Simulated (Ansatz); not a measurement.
Working through a band structure of Be₂Ag, space group Fd-3m

Program: the Python package of Ansatz (0.2.0).

Run as a notebook:

In [1]:
```python
import warnings

import ansatz
import numpy as np
from pymatgen.core import Lattice, Structure
from pymatgen.io.ase import AseAtomsAdaptor

FILLING = 'fermi_dirac'
FUNCTIONAL = 'pbesol'
BETA = 0.7
N_EMPTY = 10
```

In [2]:
```python
warnings.simplefilter('ignore', ansatz.DeckWarning)

pmg_structure = Structure(
    Lattice([[0.0, 3.1435, 3.1435], [3.1435, 0.0, 3.1435], [3.1435, 3.1435, 0.0]]),
    ['Be', 'Be', 'Be', 'Be', 'Ag', 'Ag'],
    [
        [0.625, 0.625, 0.625],
        [0.125, 0.625, 0.625],
        [0.625, 0.625, 0.125],
        [0.625, 0.125, 0.625],
        [0.0, 0.0, 0.0],
        [0.25, 0.25, 0.25],
    ],
)
system = ansatz.Crystal.from_ase(AseAtomsAdaptor.get_atoms(pmg_structure))
```

In [3]:
```python
system.resolved().tree()['lattice']
```
Out [3]:
```text
((0.0, 3.1435, 3.1435), (3.1435, 0.0, 3.1435), (3.1435, 3.1435, 0.0))
```

In [4]:
```python
# vertices of the path, as fractions of the reciprocal vectors
path = [
    ('K', (0.375, 0.375, 0.75)),
    ('G', (0.0, 0.0, 0.0)),
    ('L', (0.5, 0.5, 0.5)),
    ('W', (0.5, 0.25, 0.75)),
    ('X', (0.5, 0.0, 0.5)),
]
calc = (
    system.calculation()
    .occupations(FILLING)
    .pseudopotentials('nc')
    .functional(FUNCTIONAL)
    .kpoints(4, center='monkhorst-pack')
    .mixing('msr1', beta=BETA)
    .band_structure([point for _, point in path], intervals=4)
    .scf(extra_bands=N_EMPTY)
)
result = calc.run(threads=1, pin='off')
r = result.report
```

In [5]:
```python
r['mixing_algorithm'], r['preconditioner'], r['eigensolver']
```
Out [5]:
```text
('MSR1', 'Kerker', 'band_cg')
```

In [6]:
```python
print('%-22s %14.5f eV' % ('F = E - TS', r['free_energy_ev']))
print('%-22s %14.5f eV' % ('E', r['internal_energy_ev']))
print('%-22s %14.5f eV' % ('Harris-Foulkes', r['harris_foulkes_ev']))
print('%-22s %14.5f eV' % ('Fermi level', r['fermi_energy_ev']))
```
```text
F = E - TS                -9941.25808 eV
E                         -9941.21793 eV
Harris-Foulkes            -9941.25808 eV
Fermi level                  14.55220 eV
```

In [7]:
```python
used = r['setup']
print('cutoffs (eV):', used['ecut_ev'], used['ecutrho_ev'], ' FFT grid:', used['fft_dense'])
print('cell volume {:.3f} A^3, {} symmetry operations'.format(used['cell_volume_ang3'], used['n_sym_ops']))
```
```text
cutoffs (eV): 1197.300995 4789.20398  FFT grid: [54, 54, 54]
cell volume 62.126 A^3, 12 symmetry operations
```

In [8]:
```python
bands = result.band_structure()
fermi = bands.fermi_energy_ev
print(f'zero of the bands: {fermi:.3f} eV, the Fermi level found on the SCF mesh')
for spin, channel in enumerate(bands.channels):
    print('channel', spin, '- computed levels within 8 eV of the Fermi level')
    for i, (label, _) in enumerate(path):
        levels = channel.eigenvalues_ev[i * 4] - fermi
        print(f'  {label:3s}', ' '.join(f'{e:7.3f}' for e in levels if abs(e) < 8))
```
```text
zero of the bands: 14.552 eV, the Fermi level found on the SCF mesh
channel 0 - computed levels within 8 eV of the Fermi level
  K    -7.805  -7.049  -6.757  -6.552  -6.076  -5.940  -5.926  -5.148  -4.851  -4.660  -4.640  -4.339  -2.800  -1.824   0.618   3.877   4.166   5.725   6.676   7.714   7.872
  G    -7.082  -7.082  -6.548  -6.548  -6.544  -6.078  -6.078  -6.076  -4.661  -4.661  -3.601   0.365   0.367   0.367   2.692   3.333   3.333   3.340   4.370   4.370   5.427   5.427   5.428
  L    -6.974  -6.974  -6.640  -6.640  -6.227  -5.395  -5.395  -4.830  -4.830  -4.802  -2.761  -1.014  -1.014   1.858   1.858   3.496   5.675   5.837   5.837   7.678   7.678
  W    -7.922  -7.918  -6.757  -6.753  -6.292  -6.292  -6.113  -6.112  -4.722  -4.719  -4.529  -4.527  -4.419  -4.417  -0.036  -0.027   3.524   3.525   6.622   6.623   7.751   7.754
  X    -6.769  -6.765  -6.519  -6.516  -5.818  -5.818  -4.752  -4.749  -4.537  -4.535  -3.621  -3.620  -1.685  -1.676   5.605   5.613   6.345   6.354   7.436   7.438
```

Reading the output:
- The settings weren't tested for convergence.
- For a metal this k-point mesh is coarse: on a finer one energies can move by several to tens of meV an atom and pressures by half a GPa or more, differences at one mesh by less.
- The zero of the levels is a convention of the potentials, so an absolute Fermi energy is no work function.
- The mesh has less symmetry than the crystal, which the program warned of.
- The starting cell is as deposited in a crystallographic database; the results hold for this polymorph, which needn't be the stable one.
- Gaps and levels are Kohn-Sham values on a finite set of k-points, without spin-orbit coupling.
- The script silences the warnings on its input, which a real study should read.
- Hardware and time: 10 s on 1 thread of Arm Neoverse V1 (shared host), peak memory 0.52 GiB.
